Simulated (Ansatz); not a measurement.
# Ta2AlC2N: the cost of one run

Method: DFT PBE, scalar-relativistic, plane waves, PAW, in Ansatz 0.2.0.

## 1. The system as given

Symmetry: Cmmm, No. 65, orthorhombic system. Conventional cell: a = 5.460 Å, b = 9.453 Å, c = 3.097 Å, α = 90.00°, β = 90.00°, γ = 90.00°. Ta (site symmetry 2/m) has 4 C at 2.21 Å as nearest neighbours. Al (site symmetry mmm) has 2 Al at 3.10 Å and 8 Ta at 3.14 Å and 4 N at 3.14 Å and 6 C at 3.15 Å as nearest neighbours. Around C (site symmetry m2m) lie 4 Ta at 2.21 Å and 2 N at 2.21 Å and 3 Al at 3.15 Å. N (site symmetry mmm) has 4 C at 2.21 Å and 4 Ta at 2.73 Å and 2 N at 3.10 Å and 4 Al at 3.14 Å as nearest neighbours.

As a file:

```cif
data_structure
_symmetry_space_group_name_H-M 'Cmmm'
_symmetry_Int_Tables_number 65
_cell_length_a 5.4600
_cell_length_b 9.4535
_cell_length_c 3.0973
_cell_angle_alpha 90.000
_cell_angle_beta 90.000
_cell_angle_gamma 90.000
_cell_volume 159.87
loop_
_atom_site_label
_atom_site_type_symbol
_atom_site_symmetry_multiplicity
_atom_site_Wyckoff_symbol
_atom_site_fract_x
_atom_site_fract_y
_atom_site_fract_z
_atom_site_occupancy
Ta1 Ta 4 f 0.25000 0.25000 0.50000 1
Al1 Al 2 b 0.50000 0.00000 0.00000 1
C1 C 4 i 0.50000 0.33304 0.00000 1
N1 N 2 d 0.00000 0.00000 0.50000 1
```

Recipe of the guess: species swapped into a database cell of CeB2Ir2Rh (Cmmm, No. 65), with Al on the Ce sites, C on the B sites, Ta on the Ir sites and N on the Rh sites. Lengths come from tabulated atomic sizes and are only a guess.

## 2. The guess as it stands, on a coarse mesh

File input.yaml:

```yaml
crystal:
  lattice:
    - [2.7300185, -4.72674242, 0.0]
    - [2.7300185, 4.72674242, 0.0]
    - [0.0, 0.0, 3.09732895]
  atoms:
    - { symbol: Ta, position: [0.0, 0.5, 0.5] }
    - { symbol: Ta, position: [0.5, 0.0, 0.5] }
    - { symbol: Al, position: [0.5, 0.5, 0.0] }
    - { symbol: C, position: [0.166956, 0.833044, 0.0] }
    - { symbol: C, position: [0.833044, 0.166956, 0.0] }
    - { symbol: "N", position: [0.0, 0.0, 0.5] }
basis:
  ecutwfc: 420
kpoints:
  mp_grid: { grid: [4, 4, 6] }
hamiltonian:
  xc: pbe
scf:
  occupations: { method: gaussian, width: 0.1 }
  lower_state_search: "off"
output:
  forces: true
  stress: true
  eigenvalues: true
```

The run is started by

```sh
> ansatz run input.yaml --threads 1 --pin off --max-ram 2560MiB --backend cpu --events-out ev --progress --plain --runs-dir out
```

**Question.** How long does this run take on 1 thread of Intel Xeon at 2.50GHz (Skylake/Cascade Lake), shared host, and how much memory does it need?

About 7.8 s, with a peak of 0.39 GiB.
